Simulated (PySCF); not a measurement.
# C₂H₃BCl₂S: NMR shifts at several levels of theory

How much do the NMR shifts of C₂H₃BCl₂S (`ClB(Cl)[C@@H]1CS1`) depend on the level of theory, and what does each level cost?

Programs: PySCF 2.14.0, with density-fitted response routines of our own. Each step states its level of theory. These are calculated values for one molecule in the gas phase, unless marked as measured. Atoms are numbered from 0 throughout.

## (1) The molecule as given

9 atoms, charge 0, multiplicity 1; geometry from: GFN2-xTB.

Bonds of the start (Å): Cl0–B1 1.72, B1–Cl2 1.72, B1–C3 1.57, C3–C4 1.49, C4–S5 1.79, S5–C3 1.84, C3–H6 1.09, C4–H7 1.08, C4–H8 1.08.

## (2) Geometry optimisation at PBE0-D3(BJ)/def2-SVP

The job: settings as JSON, then the geometry in Å.

```
{"job": {"xc": "PBE0", "basis": "def2-SVP", "d3": "d3bj", "grid": 1, "kind": "geom"}, "charge": 0, "multiplicity": 1}
Cl     2.396279     1.629751    -0.382761
B      1.337428     0.281347    -0.272562
Cl     1.950508    -1.298557    -0.545278
C     -0.175932     0.514871     0.055416
C     -1.103565    -0.601751     0.401959
S     -1.312615    -0.029145    -1.279917
H     -0.462334     1.493455     0.431687
H     -0.688837    -1.596488     0.497345
H     -1.927370    -0.387488     1.068931
```

Standard output:

```text
step   0  E = -1420.48784457  max force = 0.021633
step   1  E = -1420.48976077  max force = 0.006829
step   2  E = -1420.48994811  max force = 0.002392
step   3  E = -1420.49000560  max force = 0.002548
step   4  E = -1420.49005350  max force = 0.002794
step   5  E = -1420.49012294  max force = 0.001768
step   6  E = -1420.49013263  max force = 0.001543
step   7  E = -1420.49017236  max force = 0.001414
step   8  E = -1420.49018744  max force = 0.000984
step   9  E = -1420.49018886  max force = 0.000363
optimisation converged
```

Wall time 49 s (1 thread, shared host).

Step by step:

```
step  energy from step 0 (eV)  largest force component (eV/Å)
   0                   0.0000                          1.1124
   1                  -0.0521                          0.3512
   2                  -0.0572                          0.1230
   3                  -0.0588                          0.1310
   4                  -0.0601                          0.1437
   5                  -0.0620                          0.0909
   6                  -0.0623                          0.0793
   7                  -0.0633                          0.0727
   8                  -0.0638                          0.0506
   9                  -0.0638                          0.0187
```

Distances of close pairs at the start and the end, largest changes first:

```
  bond  before (Å)  after (Å)  change (Å)
B1–Cl2       1.716      1.755      +0.038
Cl0–B1       1.718      1.752      +0.034
 C4–S5       1.789      1.806      +0.017
 B1–C3       1.566      1.551      -0.015
 C3–C4       1.492      1.479      -0.013
 C4–H7       1.082      1.095      +0.013
 C4–H8       1.081      1.094      +0.013
 C3–H6       1.087      1.095      +0.008
```

The next job starts from the end point, and lists it.

```
                         at the end point                value
  point group (found at 0.08 Å tolerance)                   C1
rotational constants (GHz, main isotopes)  2.503, 1.378, 1.024
                        dipole moment (D)                 2.12
```

## (3) Shielding tensors: KT2/pcSseg-2

The job: settings as JSON, then the geometry in Å.

```
{"job": {"kind": "nmr", "xc": "KT2", "basis": "pcSseg-2", "pop": false}, "charge": 0, "multiplicity": 1}
Cl     2.416316     1.246765    -0.217847
B      1.391691    -0.123897     0.159241
Cl     2.059560    -1.741586     0.034347
C     -0.073587     0.119505     0.605811
C     -1.014351    -1.011286     0.759598
S     -1.057966    -0.292799    -0.896789
H     -0.341895     1.079931     1.058534
H     -0.601236    -2.023358     0.820894
H     -1.913571    -0.835747     1.357945
```

Level: GIAO KT2/pcSseg-2 NMR shielding, non-relativistic, gas phase.

Standard output:

```text
coarse grid: 9992 points
cycle   1  E = -1433.4094997778  dE =  6.612e-01  |g| = 3.936e-01  |ddm| = 2.403e+00
cycle   2  E = -1433.3888473384  dE =  2.065e-02  |g| = 4.921e-01  |ddm| = 7.876e-01
cycle   3  E = -1433.4421972630  dE = -5.335e-02  |g| = 1.108e-01  |ddm| = 4.534e-01
cycle   4  E = -1433.4450606010  dE = -2.863e-03  |g| = 3.378e-02  |ddm| = 1.494e-01
cycle   5  E = -1433.4453219081  dE = -2.613e-04  |g| = 1.514e-02  |ddm| = 4.666e-02
cycle   6  E = -1433.4453847553  dE = -6.285e-05  |g| = 4.184e-03  |ddm| = 1.835e-02
cycle   7  E = -1433.4453889870  dE = -4.232e-06  |g| = 1.273e-03  |ddm| = 5.725e-03
final grid: 84984 points
cycle   8  E = -1433.4726956437  dE = -3.540e-04  |g| = 2.930e-02  |ddm| = 1.488e-01
cycle   9  E = -1433.4723801347  dE =  3.155e-04  |g| = 4.109e-02  |ddm| = 5.228e-02
cycle  10  E = -1433.4727215695  dE = -3.414e-04  |g| = 1.610e-02  |ddm| = 5.125e-02
cycle  11  E = -1433.4727947978  dE = -7.323e-05  |g| = 2.621e-03  |ddm| = 1.743e-02
cycle  12  E = -1433.4727965970  dE = -1.799e-06  |g| = 6.155e-04  |ddm| = 3.183e-03
cycle  13  E = -1433.4727966935  dE = -9.648e-08  |g| = 8.636e-05  |ddm| = 6.691e-04
cycle  14  E = -1433.4727966951  dE = -1.615e-09  |g| = 3.925e-05  |ddm| = 1.424e-04
cycle  15  E = -1433.4727966955  dE = -3.956e-10  |g| = 8.264e-06  |ddm| = 5.532e-05
converged SCF energy = -1433.4727966955

GIAO shielding tensors (ppm)
atom      isotropic    diamagn.    paramagn.     s11        s22        s33       span
  0 Cl     685.647    1148.884    -463.237    445.536    769.334    842.072    396.537
  1 B       48.393     193.965    -145.572     20.241     44.939     80.000     59.759
  2 Cl     765.059    1149.034    -383.975    512.494    868.288    914.396    401.902
  3 C      152.189     251.112     -98.923    112.298    162.889    181.379     69.081
  4 C      151.581     248.944     -97.363    127.370    154.915    172.457     45.087
  5 S      660.871    1057.704    -396.833    167.952    744.365   1070.296    902.345
  6 H       28.342      30.458      -2.116     22.734     25.347     36.945     14.210
  7 H       28.220      29.980      -1.760     21.440     26.908     36.313     14.873
  8 H       28.281      28.565      -0.283     22.288     24.234     38.322     16.033
```

Wall time 47 s (1 thread, shared host).

Shifts follow as δ = σ(reference) − σ, with reference shieldings (ppm) from runs at the same level and on the same kind of geometry: ¹H TMS 31.18, ¹³C TMS 182.3, ¹¹B BF3·OEt2 98.3, ³³S CS2 525, ³⁵Cl HCl 943. The references are single molecules in the gas phase. Atoms listed in one row are averaged.

```
   atoms                         environment  σ (ppm)  δ (ppm)
      C4                thiirane ring carbon    151.6     30.7
      C3                thiirane ring carbon    152.2     30.1
      H7  hydrogen on a thiirane ring carbon    28.22     2.96
      H8  hydrogen on a thiirane ring carbon    28.28     2.90
      H6  hydrogen on a thiirane ring carbon    28.34     2.84
Cl0, Cl2                chlorine bonded to B      725      217
      B1             boron bonded to C, 2 Cl     48.4     49.9
      S5                      sulfide sulfur      661     -136
```

## (4) Nuclear shieldings: KT3/pcSseg-2

Same as in step 3 but for these lines:

```diff
@@ -1,2 +1,2 @@
-{"job": {"kind": "nmr", "xc": "KT2", "basis": "pcSseg-2", "pop": false}, "charge": 0, "multiplicity": 1}
+{"job": {"kind": "nmr", "xc": "KT3", "basis": "pcSseg-2", "pop": false}, "charge": 0, "multiplicity": 1}
 Cl     2.416316     1.246765    -0.217847
```

Level: GIAO KT3/pcSseg-2 NMR shielding, non-relativistic, gas phase.

Standard output:

```text
coarse grid: 9992 points
cycle   1  E = -1432.3203512719  dE =  6.489e-01  |g| = 4.095e-01  |ddm| = 2.341e+00
cycle   2  E = -1432.2974009417  dE =  2.295e-02  |g| = 5.138e-01  |ddm| = 8.752e-01
cycle   3  E = -1432.3564335987  dE = -5.903e-02  |g| = 1.227e-01  |ddm| = 5.018e-01
cycle   4  E = -1432.3600475472  dE = -3.614e-03  |g| = 3.533e-02  |ddm| = 1.602e-01
cycle   5  E = -1432.3603371891  dE = -2.896e-04  |g| = 1.596e-02  |ddm| = 4.657e-02
cycle   6  E = -1432.3604063493  dE = -6.916e-05  |g| = 4.429e-03  |ddm| = 1.875e-02
cycle   7  E = -1432.3604110376  dE = -4.688e-06  |g| = 1.257e-03  |ddm| = 5.777e-03
final grid: 84984 points
cycle   8  E = -1432.3849643793  dE = -3.691e-04  |g| = 2.874e-02  |ddm| = 1.208e-01
cycle   9  E = -1432.3849235525  dE =  4.083e-05  |g| = 2.473e-02  |ddm| = 3.624e-02
cycle  10  E = -1432.3850203277  dE = -9.678e-05  |g| = 8.037e-03  |ddm| = 2.704e-02
cycle  11  E = -1432.3850372705  dE = -1.694e-05  |g| = 2.025e-03  |ddm| = 8.340e-03
cycle  12  E = -1432.3850382752  dE = -1.005e-06  |g| = 6.735e-04  |ddm| = 2.666e-03
cycle  13  E = -1432.3850384047  dE = -1.295e-07  |g| = 1.134e-04  |ddm| = 7.450e-04
cycle  14  E = -1432.3850384073  dE = -2.569e-09  |g| = 6.367e-05  |ddm| = 1.961e-04
cycle  15  E = -1432.3850384083  dE = -1.000e-09  |g| = 1.675e-05  |ddm| = 8.208e-05
converged SCF energy = -1432.3850384083

GIAO shielding tensors (ppm)
atom      isotropic    diamagn.    paramagn.     s11        s22        s33       span
  0 Cl     699.203    1149.169    -449.966    461.346    786.304    849.958    388.612
  1 B       49.022     193.656    -144.634     21.508     45.542     80.017     58.509
  2 Cl     771.112    1149.319    -378.207    524.704    872.261    916.369    391.665
  3 C      152.025     250.410     -98.385    113.108    162.136    180.830     67.723
  4 C      150.589     249.179     -98.590    126.510    154.250    171.006     44.495
  5 S      661.855    1058.143    -396.287    175.720    745.214   1064.631    888.911
  6 H       28.559      30.588      -2.029     22.926     25.635     37.116     14.190
  7 H       28.427      30.048      -1.621     21.640     27.222     36.419     14.779
  8 H       28.481      28.664      -0.183     22.544     24.516     38.384     15.839
```

Wall time 48 s (1 thread, shared host).

This run: δ C4 30.7, C3 29.3, Cl0 202, B1 49.6, H7 2.93, H8 2.87 ppm (means over like atoms).

## (5) Shielding tensors: B97-D/pcSseg-2

Same as in step 4 but for these lines:

```diff
@@ -1,2 +1,2 @@
-{"job": {"kind": "nmr", "xc": "KT3", "basis": "pcSseg-2", "pop": false}, "charge": 0, "multiplicity": 1}
+{"job": {"kind": "nmr", "xc": "B97-D", "basis": "pcSseg-2", "pop": false}, "charge": 0, "multiplicity": 1}
 Cl     2.416316     1.246765    -0.217847
```

Method: GIAO B97-D/pcSseg-2 NMR shielding, non-relativistic, gas phase.

Standard output:

```text
coarse grid: 9992 points
cycle   1  E = -1421.5854215499  dE =  6.221e-01  |g| = 3.775e-01  |ddm| = 2.352e+00
cycle   2  E = -1421.5599630450  dE =  2.546e-02  |g| = 5.160e-01  |ddm| = 8.007e-01
cycle   3  E = -1421.6203585873  dE = -6.040e-02  |g| = 1.051e-01  |ddm| = 4.510e-01
cycle   4  E = -1421.6227539668  dE = -2.395e-03  |g| = 4.833e-02  |ddm| = 1.688e-01
cycle   5  E = -1421.6232677856  dE = -5.138e-04  |g| = 1.917e-02  |ddm| = 6.020e-02
cycle   6  E = -1421.6233671829  dE = -9.940e-05  |g| = 4.946e-03  |ddm| = 2.151e-02
cycle   7  E = -1421.6233728153  dE = -5.632e-06  |g| = 1.868e-03  |ddm| = 6.401e-03
final grid: 84984 points
cycle   8  E = -1421.6112757985  dE = -1.193e-04  |g| = 1.705e-02  |ddm| = 5.587e-02
cycle   9  E = -1421.6112026444  dE =  7.315e-05  |g| = 2.155e-02  |ddm| = 3.196e-02
cycle  10  E = -1421.6112878350  dE = -8.519e-05  |g| = 8.864e-03  |ddm| = 2.829e-02
cycle  11  E = -1421.6113098262  dE = -2.199e-05  |g| = 1.548e-03  |ddm| = 9.441e-03
cycle  12  E = -1421.6113104078  dE = -5.815e-07  |g| = 4.915e-04  |ddm| = 2.029e-03
cycle  13  E = -1421.6113104666  dE = -5.883e-08  |g| = 8.142e-05  |ddm| = 5.250e-04
cycle  14  E = -1421.6113104680  dE = -1.379e-09  |g| = 3.916e-05  |ddm| = 1.139e-04
cycle  15  E = -1421.6113104684  dE = -3.897e-10  |g| = 9.124e-06  |ddm| = 4.208e-05
converged SCF energy = -1421.6113104684

GIAO shielding tensors (ppm)
atom      isotropic    diamagn.    paramagn.     s11        s22        s33       span
  0 Cl     686.366    1148.364    -461.998    440.932    770.680    847.484    406.552
  1 B       44.372     192.387    -148.014     15.603     41.111     76.403     60.800
  2 Cl     757.634    1148.479    -390.845    503.958    858.964    909.980    406.022
  3 C      148.208     250.865    -102.657    107.627    160.083    176.914     69.286
  4 C      146.698     249.046    -102.348    121.359    150.849    167.885     46.526
  5 S      631.230    1056.989    -425.759    113.316    720.857   1059.516    946.200
  6 H       28.608      30.760      -2.152     23.066     25.839     36.920     13.854
  7 H       28.449      30.048      -1.599     21.765     27.340     36.242     14.476
  8 H       28.535      28.865      -0.331     22.710     24.644     38.251     15.541
```

It took 46 s on 1 thread, shared host.

In short: δ C4 32.3, C3 30.8, Cl0 205, B1 52.0, H7 2.95, H8 2.86 ppm (means over like atoms).

## (6) NMR shieldings: B3LYP/pcSseg-2

Same as in step 5 but for these lines:

```diff
@@ -1,2 +1,2 @@
-{"job": {"kind": "nmr", "xc": "B97-D", "basis": "pcSseg-2", "pop": false}, "charge": 0, "multiplicity": 1}
+{"job": {"kind": "nmr", "xc": "B3LYP", "basis": "pcSseg-2", "pop": false}, "charge": 0, "multiplicity": 1}
 Cl     2.416316     1.246765    -0.217847
```

Level: GIAO B3LYP/pcSseg-2 NMR shielding, non-relativistic, gas phase.

Standard output:

```text
coarse grid: 9992 points
cycle   1  E = -1421.6494592710  dE =  7.379e-01  |g| = 2.983e-01  |ddm| = 2.286e+00
cycle   2  E = -1421.6466060724  dE =  2.853e-03  |g| = 3.328e-01  |ddm| = 6.070e-01
cycle   3  E = -1421.6725245788  dE = -2.592e-02  |g| = 6.950e-02  |ddm| = 3.200e-01
cycle   4  E = -1421.6733823172  dE = -8.577e-04  |g| = 3.501e-02  |ddm| = 1.002e-01
cycle   5  E = -1421.6736695829  dE = -2.873e-04  |g| = 9.128e-03  |ddm| = 3.689e-02
cycle   6  E = -1421.6736881795  dE = -1.860e-05  |g| = 3.479e-03  |ddm| = 1.135e-02
cycle   7  E = -1421.6736907836  dE = -2.604e-06  |g| = 1.141e-03  |ddm| = 4.119e-03
final grid: 84984 points
cycle   8  E = -1421.6845013355  dE = -5.037e-05  |g| = 4.204e-03  |ddm| = 2.879e-02
cycle   9  E = -1421.6844984702  dE =  2.865e-06  |g| = 5.382e-03  |ddm| = 7.831e-03
cycle  10  E = -1421.6845054014  dE = -6.931e-06  |g| = 8.845e-04  |ddm| = 4.310e-03
cycle  11  E = -1421.6845055633  dE = -1.618e-07  |g| = 4.499e-04  |ddm| = 1.486e-03
cycle  12  E = -1421.6845056175  dE = -5.421e-08  |g| = 7.326e-05  |ddm| = 4.748e-04
cycle  13  E = -1421.6845056186  dE = -1.119e-09  |g| = 1.215e-05  |ddm| = 7.937e-05
cycle  14  E = -1421.6845056186  dE = -2.365e-11  |g| = 3.930e-06  |ddm| = 1.392e-05
converged SCF energy = -1421.6845056186

GIAO shielding tensors (ppm)
atom      isotropic    diamagn.    paramagn.     s11        s22        s33       span
  0 Cl     687.594    1147.554    -459.959    429.063    784.743    848.977    419.913
  1 B       38.757     191.312    -152.555      5.216     34.375     76.680     71.463
  2 Cl     755.990    1147.677    -391.686    490.530    865.558    911.884    421.353
  3 C      148.439     249.338    -100.898    106.545    161.433    177.340     70.796
  4 C      147.715     246.904     -99.189    122.271    152.066    168.806     46.535
  5 S      634.674    1055.812    -421.137     99.994    725.140   1078.888    978.894
  6 H       28.630      30.794      -2.164     22.968     25.820     37.101     14.134
  7 H       28.482      30.088      -1.606     21.736     27.269     36.439     14.703
  8 H       28.575      29.158      -0.582     22.626     24.560     38.539     15.914
```

It took 39 s on 1 thread, shared host.

Key values: δ C4 31.5, C3 30.8, Cl0 206, B1 57.6, H7 2.91, H8 2.81 ppm (means over like atoms).

## (7) Nuclear shieldings: PBE0/pcSseg-2

Same as in step 6 but for these lines:

```diff
@@ -1,2 +1,2 @@
-{"job": {"kind": "nmr", "xc": "B3LYP", "basis": "pcSseg-2", "pop": false}, "charge": 0, "multiplicity": 1}
+{"job": {"kind": "nmr", "xc": "PBE0", "basis": "pcSseg-2", "pop": false}, "charge": 0, "multiplicity": 1}
 Cl     2.416316     1.246765    -0.217847
```

Method: GIAO PBE0/pcSseg-2 NMR shielding, non-relativistic, gas phase.

Standard output:

```text
coarse grid: 9992 points
cycle   1  E = -1421.0306046485  dE =  7.795e-01  |g| = 2.733e-01  |ddm| = 2.329e+00
cycle   2  E = -1421.0305395724  dE =  6.508e-05  |g| = 2.859e-01  |ddm| = 5.489e-01
cycle   3  E = -1421.0498483967  dE = -1.931e-02  |g| = 7.417e-02  |ddm| = 3.036e-01
cycle   4  E = -1421.0509074694  dE = -1.059e-03  |g| = 3.346e-02  |ddm| = 9.290e-02
cycle   5  E = -1421.0511698836  dE = -2.624e-04  |g| = 7.558e-03  |ddm| = 3.221e-02
cycle   6  E = -1421.0511830773  dE = -1.319e-05  |g| = 2.920e-03  |ddm| = 1.005e-02
cycle   7  E = -1421.0511849496  dE = -1.872e-06  |g| = 8.084e-04  |ddm| = 3.661e-03
final grid: 84984 points
cycle   8  E = -1421.0662517817  dE = -6.437e-05  |g| = 8.647e-03  |ddm| = 2.958e-02
cycle   9  E = -1421.0662279667  dE =  2.382e-05  |g| = 1.221e-02  |ddm| = 1.496e-02
cycle  10  E = -1421.0662650797  dE = -3.711e-05  |g| = 2.046e-03  |ddm| = 1.185e-02
cycle  11  E = -1421.0662660642  dE = -9.845e-07  |g| = 3.164e-04  |ddm| = 2.279e-03
cycle  12  E = -1421.0662660853  dE = -2.111e-08  |g| = 1.120e-04  |ddm| = 3.587e-04
cycle  13  E = -1421.0662660884  dE = -3.107e-09  |g| = 3.367e-05  |ddm| = 1.523e-04
cycle  14  E = -1421.0662660887  dE = -2.610e-10  |g| = 6.678e-06  |ddm| = 4.378e-05
converged SCF energy = -1421.0662660887

GIAO shielding tensors (ppm)
atom      isotropic    diamagn.    paramagn.     s11        s22        s33       span
  0 Cl     698.535    1147.220    -448.684    440.224    789.712    865.670    425.446
  1 B       43.392     192.453    -149.061      9.712     39.464     80.999     71.287
  2 Cl     767.483    1147.310    -379.827    503.746    870.785    927.916    424.170
  3 C      153.904     251.871     -97.967    112.543    167.635    181.533     68.990
  4 C      153.329     249.225     -95.895    128.003    157.984    174.001     45.998
  5 S      665.804    1055.678    -389.874    142.626    764.421   1090.366    947.740
  6 H       28.470      30.605      -2.135     22.617     25.508     37.285     14.668
  7 H       28.357      29.968      -1.611     21.458     26.974     36.640     15.182
  8 H       28.447      28.834      -0.386     22.360     24.252     38.731     16.371
```

Wall time 42 s (1 thread, shared host).

This run: δ C4 30.8, C3 30.2, Cl0 208, B1 55.7, H7 2.89, H8 2.80 ppm (means over like atoms).

## (8) Nuclear shieldings: mPW1PW91/pcSseg-2

Same as in step 7 but for these lines:

```diff
@@ -1,2 +1,2 @@
-{"job": {"kind": "nmr", "xc": "PBE0", "basis": "pcSseg-2", "pop": false}, "charge": 0, "multiplicity": 1}
+{"job": {"kind": "nmr", "xc": "mPW1PW91", "basis": "pcSseg-2", "pop": false}, "charge": 0, "multiplicity": 1}
 Cl     2.416316     1.246765    -0.217847
```

With the program's defaults for keys left out, this is: GIAO mPW1PW91/pcSseg-2 NMR shielding, non-relativistic, gas phase.

Standard output:

```text
coarse grid: 9992 points
cycle   1  E = -1421.6381917982  dE =  7.789e-01  |g| = 2.790e-01  |ddm| = 2.322e+00
cycle   2  E = -1421.6374303740  dE =  7.614e-04  |g| = 3.012e-01  |ddm| = 5.677e-01
cycle   3  E = -1421.6587853349  dE = -2.135e-02  |g| = 7.312e-02  |ddm| = 3.133e-01
cycle   4  E = -1421.6598105406  dE = -1.025e-03  |g| = 3.423e-02  |ddm| = 9.310e-02
cycle   5  E = -1421.6600853260  dE = -2.748e-04  |g| = 7.843e-03  |ddm| = 3.306e-02
cycle   6  E = -1421.6600996369  dE = -1.431e-05  |g| = 2.901e-03  |ddm| = 1.025e-02
cycle   7  E = -1421.6601014676  dE = -1.831e-06  |g| = 8.311e-04  |ddm| = 3.620e-03
final grid: 84984 points
cycle   8  E = -1421.6722053191  dE = -5.576e-05  |g| = 6.389e-03  |ddm| = 2.751e-02
cycle   9  E = -1421.6721935620  dE =  1.176e-05  |g| = 8.711e-03  |ddm| = 1.063e-02
cycle  10  E = -1421.6722121487  dE = -1.859e-05  |g| = 1.636e-03  |ddm| = 8.417e-03
cycle  11  E = -1421.6722127947  dE = -6.460e-07  |g| = 2.368e-04  |ddm| = 1.851e-03
cycle  12  E = -1421.6722128063  dE = -1.154e-08  |g| = 8.242e-05  |ddm| = 2.754e-04
cycle  13  E = -1421.6722128078  dE = -1.587e-09  |g| = 2.752e-05  |ddm| = 9.903e-05
cycle  14  E = -1421.6722128080  dE = -1.751e-10  |g| = 5.724e-06  |ddm| = 3.552e-05
converged SCF energy = -1421.6722128080

GIAO shielding tensors (ppm)
atom      isotropic    diamagn.    paramagn.     s11        s22        s33       span
  0 Cl     698.997    1147.453    -448.456    440.060    791.018    865.912    425.852
  1 B       43.397     192.538    -149.141     10.072     39.482     80.637     70.565
  2 Cl     767.128    1147.550    -380.422    503.345    871.126    926.913    423.569
  3 C      153.119     251.736     -98.617    111.741    166.914    180.704     68.963
  4 C      152.475     249.579     -97.104    127.163    157.164    173.098     45.935
  5 S      662.667    1055.942    -393.275    138.167    760.545   1089.288    951.121
  6 H       28.530      30.591      -2.062     22.684     25.605     37.300     14.616
  7 H       28.407      29.990      -1.583     21.519     27.058     36.644     15.124
  8 H       28.503      28.827      -0.324     22.447     24.330     38.734     16.287
```

Wall time 39 s (1 thread, shared host).

This run: δ C4 31.1, C3 30.4, Cl0 204, B1 55.7, H7 2.89, H8 2.79 ppm (means over like atoms).

## (9) Comparing the runs: NMR shifts

Shifts (ppm) of some atoms, chosen among heavy atoms and hydrogens apart, means over like atoms, with basis size and wall time:

```
              run    C4    C3    H8    H6  Cl0    B1    S5  functions  time
     KT2/pcSseg-2  30.7  30.1  2.90  2.84  217  49.9  -136        279  47 s
     KT3/pcSseg-2  30.7  29.3  2.87  2.80  202  49.6  -136        279  48 s
   B97-D/pcSseg-2  32.3  30.8  2.86  2.79  205  52.0  -128        279  46 s
   B3LYP/pcSseg-2  31.5  30.8  2.81  2.76  206  57.6  -142        279  39 s
    PBE0/pcSseg-2  30.8  30.2  2.80  2.78  208  55.7  -163        279  42 s
mPW1PW91/pcSseg-2  31.1  30.4  2.79  2.76  204  55.7  -163        279  39 s
```

## (10) Outcome

| quantity | value |
| --- | --- |
| point group | C1 |
| rotational constants (main isotopes) | 2.50, 1.38, 1.02 GHz |
| ¹³C shifts against TMS (KT2/pcSseg-2) | 30.7, 30.1 ppm |
| ¹H shifts against TMS (KT2/pcSseg-2) | 2.96, 2.90, 2.84 ppm |
| ³⁵Cl shifts against HCl (KT2/pcSseg-2, means over atoms taken as alike) | 217 ppm |
| ¹¹B shifts against BF3·OEt2 (KT2/pcSseg-2) | 49.9 ppm |
| ³³S shifts against CS2 (KT2/pcSseg-2) | -136 ppm |
| range of the shift of S5 | -163 to -128 ppm |

Single values in the summary come from the first run of each kind that ended normally (KT2/pcSseg-2), which need not be the best level. The optimisation took 9 steps and gained 0.064 eV; among the close pairs (by a distance rule), B1–Cl2 changed most, from 1.716 to 1.755 Å. At KT2/pcSseg-2: Shielding is most anisotropic at S5 (span 902 ppm, paramagnetic term -397 ppm). Across the 6 runs the shift of S5 moves most, between -163 (mPW1PW91/pcSseg-2) and -128 ppm (B97-D/pcSseg-2).
